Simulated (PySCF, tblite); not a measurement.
**C5H8B radical: geometry, infrared bands and EPR parameters**

Aim: predict the infrared bands and EPR parameters of C5H8B radical (`[CH2]C#CB(C)C`).

Computed with tblite 0.8.0 and PySCF 2.14.0, with density-fitted response routines of our own, on a single molecule in the gas phase. Atoms are numbered from 0 throughout.

### Step 1. The starting structure

14 atoms, charge 0, multiplicity 2; geometry from: force field or distance geometry start.

Bonds of the start (Å): C0–C1 1.47, C1–C2 1.20, C2–B3 1.55, B3–C4 1.60, B3–C5 1.59, C0–H6 1.09, C0–H7 1.11, C4–H8 1.12, C4–H9 1.11, C4–H10 1.10, C5–H11 1.11, C5–H12 1.11, C5–H13 1.11.

### Step 2. Optimising the geometry with GFN2-xTB

What the job is given:

```
{"job": {"kind": "relax", "xc": "GFN2-xTB", "basis": "xTB"}, "charge": 0, "multiplicity": 2}
C      3.244100    -0.053300    -0.908200
C      1.888300     0.026200    -0.351600
C      0.793200     0.067100     0.148200
B     -0.621700     0.126900     0.774200
C     -1.356200    -1.252800     1.129300
C     -1.573200     1.336000     0.372500
H      3.637100    -1.073300    -0.870900
H      3.890300     0.728600    -0.451900
H     -0.851400    -1.733900     2.011000
H     -2.424200    -1.096800     1.383400
H     -1.324700    -1.962300     0.282800
H     -2.574700     1.004300     0.043800
H     -1.090100     1.810100    -0.507800
H     -1.637500     2.072900     1.203200
```

Run with:

```
$ OMP_NUM_THREADS=1 python probes_run.py task.json out
```

The driver reads the jobs from task.json and runs them one after another.

**Question.** This job is followed by: GFN2-xTB harmonic vibrations, gas phase; UKS B3LYP, pcH-1 on B C H, non-relativistic, mean-field spin-orbit, GIAO. What will the session give for the following? strongest single infrared mode (GFN2-xTB); zero-point energy (GFN2-xTB); g(iso) (B3LYP); ⟨S²⟩; largest a(iso) (averaged by class); potential on the surface of density 0.002 e/bohr³, 1st and 99th percentile.

The runs gave:

| quantity | value |
| --- | --- |
| strongest single infrared mode (GFN2-xTB) | 1081 cm⁻¹, 121 km/mol |
| zero-point energy (GFN2-xTB) | 68.4 kcal/mol |
| g(iso) (B3LYP) | 2.00268 |
| ⟨S²⟩ | 0.768 (exact 0.75) |
| largest a(iso) (averaged by class) | 13C on C1, -56.1 MHz |
| potential on the surface of density 0.002 e/bohr³, 1st and 99th percentile | -0.57 V and 1.07 V |

The optimisation took 81 steps and gained 0.962 eV; among the close pairs (by a distance rule), C0–C1 changed most, from 1.468 to 1.339 Å. All 36 modes are real, so the xTB geometry is a minimum. The strongest single mode, at 1081 cm⁻¹, is spread over many atoms; the largest shares are those of B3, C0. GFN2-xTB is a fitted tight-binding method: band positions and strengths are rough. Its intensities can rank the bands wrongly. The largest spin populations lie on C0 (0.70 e), C2 (0.52 e). The isotropic g lies 0.4 ppt above the free-electron value. The conformer search found further structures of the same energy, which may be mirror or relabelled copies of this one.
